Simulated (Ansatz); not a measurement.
# H2C3F4: the cost of one run

Method: DFT PBE, plane waves, PAW, scalar-relativistic, no spin polarisation, in Ansatz 0.2.0.

### Step 1. The structure to begin with

The cell holds 36 atoms (C12H8F16): a = 9.425 Å, b = 9.425 Å, c = 9.425 Å, α = 90.00°, β = 90.00°, γ = 90.00°.

The coordinates stand in the first input below.

### Step 2. Relaxing the start

Contents of input.yaml:

```yaml
crystal:
  lattice:
    - [9.424893, 0.0, 0.0]
    - [0.0, 9.424893, 0.0]
    - [0.0, 0.0, 9.424893]
  atoms:
    - { symbol: C, position: [0.3067809, 0.2393537, 0.5846513] }
    - { symbol: C, position: [0.1929449, 0.2834114, 0.6264943] }
    - { symbol: H, position: [0.0931727, 0.322026, 0.6631677] }
    - { symbol: H, position: [0.4065531, 0.2007391, 0.5479779] }
    - { symbol: C, position: [0.6853466, 0.1468154, 0.0879691] }
    - { symbol: C, position: [0.557644, 0.1442633, 0.0696367] }
    - { symbol: H, position: [0.4457183, 0.1420265, 0.0535692] }
    - { symbol: H, position: [0.7972723, 0.1490521, 0.1040366] }
    - { symbol: C, position: [0.6386085, 0.6171875, 0.7888352] }
    - { symbol: C, position: [0.5878381, 0.6237265, 0.6703863] }
    - { symbol: H, position: [0.5433401, 0.6294577, 0.566571] }
    - { symbol: H, position: [0.6831065, 0.6114563, 0.8926505] }
    - { symbol: C, position: [0.9012648, 0.2341193, 0.3452206] }
    - { symbol: C, position: [0.9307928, 0.1108705, 0.3694769] }
    - { symbol: H, position: [0.9566727, 0.0028483, 0.3907365] }
    - { symbol: H, position: [0.8753849, 0.3421415, 0.323961] }
    - { symbol: C, position: [0.2633557, 0.6343264, 0.6665327] }
    - { symbol: F, position: [0.3302138, 0.5104455, 0.6579104] }
    - { symbol: F, position: [0.1814798, 0.6515619, 0.5529981] }
    - { symbol: F, position: [0.1835872, 0.6367034, 0.7828176] }
    - { symbol: F, position: [0.358142, 0.7385949, 0.6724048] }
    - { symbol: C, position: [0.6208759, 0.6271205, 0.1998326] }
    - { symbol: F, position: [0.7610067, 0.6142242, 0.2092052] }
    - { symbol: F, position: [0.5688663, 0.6668925, 0.3247486] }
    - { symbol: F, position: [0.5889963, 0.724163, 0.1025841] }
    - { symbol: F, position: [0.5646342, 0.5032023, 0.1627925] }
    - { symbol: C, position: [0.5782571, 0.9571932, 0.5197847] }
    - { symbol: F, position: [0.6559944, 1.0261199, 0.6151621] }
    - { symbol: F, position: [0.6329558, 0.8289779, 0.4983442] }
    - { symbol: F, position: [0.4460224, 0.9445678, 0.5671705] }
    - { symbol: F, position: [0.5780557, 1.0291073, 0.3984622] }
    - { symbol: C, position: [0.2356609, 0.3478941, 0.1465792] }
    - { symbol: F, position: [0.1664601, 0.4700856, 0.1596678] }
    - { symbol: F, position: [0.3375628, 0.3409255, 0.2438329] }
    - { symbol: F, position: [0.1457791, 0.2407669, 0.1649058] }
    - { symbol: F, position: [0.2928416, 0.3397983, 0.0179105] }
basis:
  ecutwfc: 420.0
kpoints:
  mp_grid: { grid: [1, 1, 1] }
hamiltonian:
  xc: pbe
scf:
  occupations: { method: fermi_dirac, width: 0.02 }
  lower_state_search: "off"
relax:
  f_tol: 0.3
  max_steps: 15
  adjacent_minimum: "off"
output:
  write_density: true
  write_potential: true
  elf: true
  volumetric_format: npy
```

The run is started by

```
> ansatz run input.yaml --threads 2 --pin off --max-ram 5120MiB --backend cpu --events-out ev --progress --plain --runs-dir out
```

What time and memory should one allow on 2 threads of Arm Neoverse V1, shared host?

About 41 s, with a peak of 0.67 GiB.
